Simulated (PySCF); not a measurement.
# FeN₂⁻: doublet, from a linear start

The task is one start of a wider search on FeN₂⁻: the doublet, from a linear start. It is relaxed, tested by its Hessian and followed downhill if it is a saddle.

Program: PySCF 2.14.0. Level of theory: PBE0, basis Fe def2-SVPD, N def2-SVPD, no relativity, density fitting. These are calculated values, not measurements.

**1. The system as given**

3 atoms, charge -1, spin multiplicity 2.

Bond lengths: Fe1–N2 1.690 Å, Fe1–N3 1.690 Å. Angles: N2–Fe1–N3 180.0°.

```xyz
3
charge -1 multiplicity 2
Fe    0.0000    0.0000    0.0000
N     0.0000    0.0000    1.6900
N     0.0000    0.0000   -1.6900
```

**2. First SCF at the start**

The steps below are one call of a driver around PySCF. For each, scf.py gives the equivalent set-up of the SCF; relaxations use the driver's own optimiser. After this first run the driver tries any further starts and a stability analysis.

Input file scf.py:

```python
from pyscf import gto, scf, dft
mol = gto.M(atom='''
Fe     0.000000     0.000000     0.000000
N      0.000000     0.000000     1.690000
N      0.000000     0.000000    -1.690000''',
    basis={'Fe': 'def2-SVPD', 'N': 'def2-SVPD'},
    charge=-1, spin=1)
mf = dft.UKS(mol, xc='PBE0')
mf.grids.atom_grid = (50, 194)
aux = {'Fe': 'def2-universal-JKFIT', 'N': 'def2-universal-JKFIT'}
mf = mf.density_fit(auxbasis=aux)
mf.conv_tol = 1e-08
mf.diis_space = 10
mf.max_cycle = 60
mf.init_guess = 'minao'
mf.verbose = 4
mf.kernel()
```

Started as:

```console
OMP_NUM_THREADS=2 python axn.py task.json out
```

After this run come: Relaxation: linear start, doublet; Is it a minimum? Harmonic modes; Leaving the saddle point; Frequencies; Downhill along the imaginary mode; Hessian and properties.

What does the calculation give? Wanted: minimum; geometry; wavenumbers; dipole moment; highest occupied, lowest empty level; polar-tensor charge of Fe1; zero-point energy; ⟨S²⟩.

**Answer**, as computed:

```
                                          quantity                             value
                                           minimum   broken-symmetry (Ms = 1/2), C2v
                                          geometry  Fe–N 1.599 Å (×2); N–Fe–N 127.2°
                                wavenumbers (cm⁻¹)      198 (a1), 410 (b2), 842 (a1)
                    dipole moment (centre of mass)                            1.36 D
highest occupied, lowest empty level (either spin)                    -0.18, 2.43 eV
                        polar-tensor charge of Fe1                           +0.24 e
                                 zero-point energy                        8.7 kJ/mol
                               entropy at 298.15 K                   269.9 J/(mol K)
                                              ⟨S²⟩                             1.962
```

**Reading.** From D∞h at the start the molecule goes to a C2v minimum, after a stop at a second-order saddle point 63.5 kJ/mol higher, from which it was pushed off along an imaginary mode. The determinant is spin-contaminated (⟨S²⟩ = 1.96 against 0.75), so it is no pure spin state. The strongest infrared band lies at 410 cm⁻¹ (b2, stretch). The first SCF alone would have been 18 kJ/mol too high. Only this shape and spin were tried, so other structures or states may lie lower. One determinant may miss the lowest occupation of an open d or f shell.
